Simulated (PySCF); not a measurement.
# CH8B2N2: the cost of one run

The runs use PySCF 2.14.0, with density-fitted response routines of our own; the level of theory stands in each step. All values are computed, except where a source is named. Atoms are numbered from 0 throughout.

## (1) The molecule as given

13 atoms, charge 0, multiplicity 1; geometry from: GFN2-xTB. The atoms were then displaced at random by about 0.01 Å, so the start is not that level's minimum.

Bonds of the start (Å): B0–N1 1.38, N1–B2 1.43, B2–N3 1.41, N3–C4 1.40, B0–H5 1.17, B0–H6 1.18, N1–H7 1.00, B2–H8 1.16, N3–H9 1.04, C4–H10 1.10, C4–H11 1.08, C4–H12 1.11.

## (2) Relaxing the molecule at PBE0-D3(BJ)/def2-SVP

The job: settings as JSON, then the geometry in Å.

```
{"job": {"xc": "PBE0", "basis": "def2-SVP", "d3": "d3bj", "grid": 1, "shake": 0.01, "kind": "geom"}, "charge": 0, "multiplicity": 1}
B     -2.345090    -0.332670     0.017210
N     -1.348930    -0.430690    -0.927890
B      0.065610    -0.238750    -0.819240
N      0.696780     0.128530     0.390550
C      2.055510     0.349380     0.664880
H     -2.127020    -0.002740     1.119560
H     -3.465530    -0.513710    -0.313390
H     -1.616630    -0.684350    -1.861970
H      0.763940    -0.386330    -1.736760
H      0.069900     0.254610     1.211900
H      2.414150    -0.333890     1.454270
H      2.645390     0.199820    -0.224230
H      2.197750     1.390150     1.014780
```

Started as:

```
OMP_NUM_THREADS=1 python probes_run.py task.json out
```

The driver reads the jobs from task.json and runs them one after another.

Q: Estimate the wall time and peak memory of this first job on 1 thread of Arm Neoverse V1, shared host.

About 49 s, with a peak of 0.45 GiB.
